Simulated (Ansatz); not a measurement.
# F3Si: the cost of one run

Computed with Ansatz 0.2.0 (DFT unrestricted B3LYP, Gaussian basis aug-cc-pV(T+d)Z, unless a step's input says otherwise).

## (1) Starting point

Bond lengths: Si1–F2 1.548 Å, Si1–F3 1.581 Å, Si1–F4 1.602 Å. Angles: F2–Si1–F3 108.4°, F2–Si1–F4 108.0°, F3–Si1–F4 107.2°.

As a file:

```xyz
4

Si    0.0179    0.0044    0.0010
F     1.4564   -0.0028   -0.5698
F    -0.7384    1.2712   -0.5667
F    -0.7423   -1.2906   -0.5574
```

## (2) Relaxing the atoms: F3Si

Input file input.yaml:

```yaml
relax:
  f_tol: 0.0002
  max_steps: 200
crystal:
  periodic: [false, false, false]
  atoms:
    - { symbol: Si, position_ang: [0.017886, 0.004365, 0.000965] }
    - { symbol: F, position_ang: [1.456422, -0.002774, -0.569769] }
    - { symbol: F, position_ang: [-0.738356, 1.271167, -0.56666] }
    - { symbol: F, position_ang: [-0.742301, -1.290576, -0.557375] }
magnetization:
  spin_polarized: true
  initial_magnetization: 1
basis:
  gaussian: { orbitals: "aug-cc-pV(T+d)Z.json" }
hamiltonian:
  xc: { name: B3LYP }
accuracy: high
```

The run is started by

```sh
$ ansatz run input.yaml --threads 8 --pin off --max-ram 12288MiB --backend cpu --events-out ev --progress --plain --runs-dir out
```

Q: Estimate wall time and peak memory on 8 threads of Arm Neoverse N1, shared host.

About 98 s, with a peak of 1.2 GiB.
